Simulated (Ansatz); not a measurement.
# CH₉BSi₃: one species, many methods

Aim: compute CH₉BSi₃ with functionals from several rungs and with coupled cluster, and see how far each lands from CCSD(T) at the basis-set limit for the atomisation energy.

Program: Ansatz 0.2.0, Gaussian basis. Level of theory: functionals in def2-TZVPP, the program's frozen cores in correlated methods. These are calculated values, not measurements.

The runs, in order: PBE-D4, r2SCAN-D4, PBE0-D4, B3LYP-D4, ωB97X-V, ωB97M-V, B2PLYP; CCSD(T)/def2-TZVPP; MP2/def2-QZVPP; extrapolation to the limit.

## (1) The relaxed structure

All runs share one geometry, relaxed beforehand with PBE0-D4 in a triple-zeta def2 set.

SMILES `[SiH3][Si]1([SiH3])BC1`, 14 atoms, charge 0, spin multiplicity 1.

Atoms are counted from 1 here; the program's logs count them from 0.

Bond lengths: Si1–Si2 2.333 Å, Si1–H6 1.489 Å, Si1–H7 1.489 Å, Si1–H8 1.487 Å, Si2–Si3 2.322 Å, Si2–B4 1.927 Å, Si2–C5 2.037 Å, Si3–H9 1.488 Å, Si3–H10 1.487 Å, Si3–H11 1.488 Å, B4–C5 1.493 Å, B4–H12 1.187 Å, C5–H13 1.089 Å, C5–H14 1.090 Å. Angles: Si2–Si1–H6 109.8°, Si2–Si1–H7 111.3°, Si2–Si1–H8 109.8°, H6–Si1–H7 108.2°, H6–Si1–H8 109.0°, H7–Si1–H8 108.8°, Si1–Si2–Si3 116.6°, Si1–Si2–B4 117.3°, Si1–Si2–C5 121.9°, Si3–Si2–B4 126.1°, Si3–Si2–C5 103.7°, B4–Si2–C5 44.1°, Si2–Si3–H9 108.5°, Si2–Si3–H10 110.4°, Si2–Si3–H11 111.4°, H9–Si3–H10 109.3°, H9–Si3–H11 108.9°, H10–Si3–H11 108.3° and more.

## (2) PBE-D4 (GGA)

File in.yaml:

```yaml
crystal:
  periodic: [false, false, false]
  atoms:
    - {symbol: Si, position_ang: [-2.151330, 0.780820, 0.323237]}
    - {symbol: Si, position_ang: [-0.146201, -0.343103, -0.077545]}
    - {symbol: Si, position_ang: [1.288722, -0.583170, 1.731552]}
    - {symbol: B, position_ang: [0.171867, -0.972281, -1.870770]}
    - {symbol: C, position_ang: [1.091086, 0.174495, -1.610838]}
    - {symbol: H, position_ang: [-2.979732, 0.006642, 1.287761]}
    - {symbol: H, position_ang: [-1.907246, 2.131993, 0.898962]}
    - {symbol: H, position_ang: [-2.905833, 0.931992, -0.949335]}
    - {symbol: H, position_ang: [2.596648, -1.088064, 1.231840]}
    - {symbol: H, position_ang: [0.729015, -1.551179, 2.711914]}
    - {symbol: H, position_ang: [1.506212, 0.713805, 2.427755]}
    - {symbol: H, position_ang: [-0.447255, -1.347195, -2.812004]}
    - {symbol: H, position_ang: [1.157984, 1.036882, -2.272542]}
    - {symbol: H, position_ang: [1.982960, 0.079164, -0.991086]}
basis:
  gaussian: {orbitals: def2-TZVPP}
hamiltonian: {xc: pbe, dispersion: d4}
output: {forces: true, orbitals: {seedname: orbitals}}
```

Launch:

```console
$ ansatz run in.yaml --threads 4 --pin off --events-out ev --progress --plain --max-ram 10444MiB
```

The runs that follow: r2SCAN-D4 (meta-GGA); PBE0-D4 (hybrid); B3LYP-D4 (hybrid); ωB97X-V (range-separated); ωB97M-V (range-separated); B2PLYP (double hybrid); CCSD(T) in def2-TZVPP; MP2 in def2-QZVPP.

Q: Predict the results of all the runs planned. Wanted: atomisation energy, CCSD(T)/CBS; farthest; mean size of error, hybrid; mean size of error, range-separated; gap, smallest and largest; T1 diagnostic; triples share of the correlation energy.

As calculated:

```
                               quantity                                value
        atomisation energy, CCSD(T)/CBS                        4457.1 kJ/mol
 functionals within 22.3 kJ/mol (0.5 %)           PBE0-D4, B3LYP-D4, ωB97M-V
                               farthest                B2PLYP (-56.9 kJ/mol)
             mean size of error, hybrid                           8.4 kJ/mol
    mean size of error, range-separated                          26.8 kJ/mol
              gap, smallest and largest  3.04 eV (PBE-D4), 9.18 eV (ωB97X-V)
                          T1 diagnostic                               0.0149
triples share of the correlation energy                                4.3 %
```

PBE-D4 is off by +30.8 kJ/mol. Double hybrids carry the basis error of their MP2 part in triple zeta, and no dispersion term here, so their miss is partly the set-up's. The reference freezes the cores and leaves out relativity and excitations past (T), so misses under about 22.3 kJ/mol can't be ranked. Hartree-Fock recovers 76 % of the binding; the rest is correlation. Orbital gaps span 3.0 to 9.2 eV; exact exchange widens them.
